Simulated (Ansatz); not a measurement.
**C₃H₅BO₄: how energies converge with the basis set**

An exercise on one series of results from a longer session: the logs are not shown, and one member is left open.

Method: one geometry, several basis sets; program: Ansatz 0.2.0, Gaussian basis.

Plan: PBE0-D4/def2-SVP; ωB97M-V/def2-SVP; PBE0-D4/def2-QZVPP; ωB97M-V/def2-QZVPP; the functionals' def2-TZVPP values are taken from earlier runs.

### The relaxed structure

The geometry comes from an earlier relaxation with PBE0-D4 in a triple-zeta def2 set; it is a stationary point, not always the lowest conformer.

SMILES `O[B-]1(O)OC=CC=[O+]1`, 13 atoms, charge 0, spin multiplicity 1.

Atoms are counted from 1 here; the program's logs count them from 0.

Bond lengths: O1–B2 1.390 Å, O1–H9 0.957 Å, B2–O3 1.390 Å, B2–O4 1.577 Å, B2–O8 1.577 Å, O3–H10 0.957 Å, O4–C5 1.266 Å, C5–C6 1.385 Å, C5–H11 1.092 Å, C6–C7 1.385 Å, C6–H12 1.079 Å, C7–O8 1.266 Å, C7–H13 1.092 Å. Angles: B2–O1–H9 113.8°, O1–B2–O3 113.2°, O1–B2–O4 109.7°, O1–B2–O8 109.7°, O3–B2–O4 109.8°, O3–B2–O8 109.8°, O4–B2–O8 104.3°, B2–O3–H10 113.8°, B2–O4–C5 125.0°, O4–C5–C6 124.2°, O4–C5–H11 115.3°, C6–C5–H11 120.5°, C5–C6–C7 117.2°, C5–C6–H12 121.4°, C7–C6–H12 121.4°, C6–C7–O8 124.2°, C6–C7–H13 120.5°, O8–C7–H13 115.3° and more.

Coordinates:

```
O     0.7657    1.0551    1.9557
B     0.9811    0.4190    0.7383
O     2.3271    0.2934    0.4169
O     0.2292    1.1966   -0.4089
C    -0.7350    0.7358   -1.0878
C    -1.2567   -0.5381   -0.9340
C    -0.6661   -1.3546    0.0163
O     0.3018   -1.0039    0.7533
H    -0.1583    1.1489    2.1846
H     2.4845   -0.1458   -0.4182
H    -1.1492    1.4187   -1.8331
H    -2.0798   -0.8849   -1.5392
H    -1.0241   -2.3750    0.1707
```

Set-up of the first run:

Contents of in.yaml:

```yaml
crystal:
  periodic: [false, false, false]
  atoms:
    - {symbol: O, position_ang: [0.765683, 1.055063, 1.955669]}
    - {symbol: B, position_ang: [0.981127, 0.418993, 0.738330]}
    - {symbol: O, position_ang: [2.327134, 0.293395, 0.416917]}
    - {symbol: O, position_ang: [0.229224, 1.196622, -0.408888]}
    - {symbol: C, position_ang: [-0.735016, 0.735814, -1.087763]}
    - {symbol: C, position_ang: [-1.256670, -0.538083, -0.934011]}
    - {symbol: C, position_ang: [-0.666088, -1.354571, 0.016325]}
    - {symbol: O, position_ang: [0.301843, -1.003866, 0.753273]}
    - {symbol: H, position_ang: [-0.158331, 1.148917, 2.184640]}
    - {symbol: H, position_ang: [2.484460, -0.145793, -0.418160]}
    - {symbol: H, position_ang: [-1.149191, 1.418681, -1.833050]}
    - {symbol: H, position_ang: [-2.079833, -0.884880, -1.539202]}
    - {symbol: H, position_ang: [-1.024143, -2.374993, 0.170723]}
basis:
  gaussian: {orbitals: def2-SVP}
hamiltonian: {xc: pbe0, dispersion: d4}
output: {orbitals: {seedname: orbitals}}
```

Launch:

```bash
> ansatz run in.yaml --threads 4 --pin off --events-out ev --progress --plain --max-ram 11315MiB
```

Among the steps run: PBE0-D4 in def2-SVP; ωB97M-V in def2-SVP; PBE0-D4 in def2-QZVPP; ωB97M-V in def2-QZVPP.

One table of the session follows, with a row left open; its other results are not shown here.

It belongs to the step «Density functionals: the series». 

| functional | basis | HOMO (eV) | LUMO (eV) |
| --- | --- | --- | --- |
| PBE0-D4 | def2-SVP | -7.78 | -2.35 |
| PBE0-D4 | def2-TZVPP | -7.83 | -2.44 |
| PBE0-D4 | def2-QZVPP | -7.86 | -2.48 |
| ωB97M-V | def2-SVP | ? | ? |
| ωB97M-V | def2-TZVPP | -9.99 | -0.30 |
| ωB97M-V | def2-QZVPP | -10.02 | -0.36 |

Estimate the missing values for ωB97M-V, def2-SVP.

The run gave: HOMO (eV): -9.92; LUMO (eV): -0.17. In the column «HOMO (eV)» it lies between ωB97M-V, def2-TZVPP (-9.99) and PBE0-D4, def2-QZVPP (-7.86).
